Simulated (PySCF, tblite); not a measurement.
# C6H10N2SSi: geometry, infrared bands and NMR shifts

Wanted: the infrared bands and NMR shifts of C6H10N2SSi (`C=Cc1cc(SC[SiH3])n[nH]1`), by calculation.

The runs use tblite 0.8.0 and PySCF 2.14.0, with density-fitted response routines of our own; the level of theory stands in each step. All values are computed, except where a source is named. Atoms are numbered from 0 throughout.

### 1 Starting geometry

20 atoms, charge 0, multiplicity 1; geometry from: force field or distance geometry start.

Bonds of the start (Å): C0–C1 1.35, C1–C2 1.46, C2–C3 1.41, C3–C4 1.38, C4–S5 1.77, S5–C6 1.79, C6–Si7 1.84, C4–N8 1.37, N8–N9 1.31, N9–C2 1.36, C0–H10 1.09, C0–H11 1.09, C1–H12 1.09, C3–H13 1.08, C6–H14 1.12, C6–H15 1.14, Si7–H16 1.46, Si7–H17 1.48, Si7–H18 1.49, N9–H19 1.05.

### 2 Relaxing the molecule with GFN2-xTB

Job settings and geometry (Å):

```
{"job": {"kind": "relax", "xc": "GFN2-xTB", "basis": "xTB"}, "charge": 0, "multiplicity": 1}
C      3.779000    -1.110300    -0.448600
C      2.526900    -1.280500    -0.914800
C      1.584400    -0.196900    -0.673500
C      0.231800    -0.144500    -1.082300
C     -0.291900     1.050300    -0.645900
S     -1.914300     1.741700    -0.818700
C     -2.870900     1.287300     0.623400
Si    -3.149000    -0.530400     0.633900
N      0.731300     1.703300    -0.019900
N      1.825000     0.975600    -0.027300
H      4.544000    -1.872900    -0.576300
H      4.064100    -0.194000     0.075000
H      2.233000    -2.203300    -1.417000
H     -0.274100    -0.932300    -1.616100
H     -3.784900     1.912500     0.771600
H     -2.228500     1.540100     1.531600
H     -2.032600    -1.208200    -0.029200
H     -3.342600    -1.041400     2.011500
H     -4.363500    -0.784200    -0.197100
H      2.727800     1.298800     0.406800
```

Started as:

```console
OMP_NUM_THREADS=1 python probes_run.py task.json out
```

The driver reads the jobs from task.json and runs them one after another.

**Question.** This job is followed by: GFN2-xTB harmonic vibrations, gas phase; GIAO PBE0/pcSseg-1 NMR shielding, non-relativistic, gas phase. Predict these results of the whole session: strongest single infrared mode (GFN2-xTB); zero-point energy (GFN2-xTB); 13C shifts against TMS (PBE0/pcSseg-1); 1H shifts against TMS (PBE0/pcSseg-1, means over atoms taken as alike); 33S shifts against CS2 (PBE0/pcSseg-1); 29Si shifts against TMS (PBE0/pcSseg-1); 15N shifts against NH3 (PBE0/pcSseg-1); surface potential, 1st and 99th percentile.

The runs gave:

```
                                                              quantity                                         value
                             strongest single infrared mode (GFN2-xTB)                          785 cm⁻¹, 360 km/mol
                                          zero-point energy (GFN2-xTB)                                 89.9 kcal/mol
                                13C shifts against TMS (PBE0/pcSseg-1)   154.1, 146.5, 132.5, 116.0, 110.4, 12.2 ppm
1H shifts against TMS (PBE0/pcSseg-1, means over atoms taken as alike)  9.58, 6.78, 6.10, 5.69, 5.47, 3.94, 2.34 ppm
                                33S shifts against CS2 (PBE0/pcSseg-1)                                        -9 ppm
                               29Si shifts against TMS (PBE0/pcSseg-1)                                     -74.8 ppm
                                15N shifts against NH3 (PBE0/pcSseg-1)                              324.3, 207.4 ppm
                                 surface potential, 1st and 99th percentile                            -1.04 V and 2.24 V
```

Over 192 steps the energy fell by 0.883 eV; of the close pairs, C6–Si7 changed most, 1.839 to 1.904 Å. All 54 modes are real, so the xTB geometry is a minimum. GFN2-xTB is a fitted tight-binding method: band positions and strengths are rough. Its intensities can rank the bands wrongly. At PBE0/pcSseg-1: The widest tensor belongs to N8: span 458 ppm, with a paramagnetic part of -384 ppm. NICS(1)zz of -25 ppm above the planar ring from C2 marks a diatropic (aromatic) ring current. By nearest atom (PBE0/pcSseg-1), the HOMO sits on S5 51 %; N8, N9 about 10 % each and the LUMO on C0 23 %; C1 18 %.
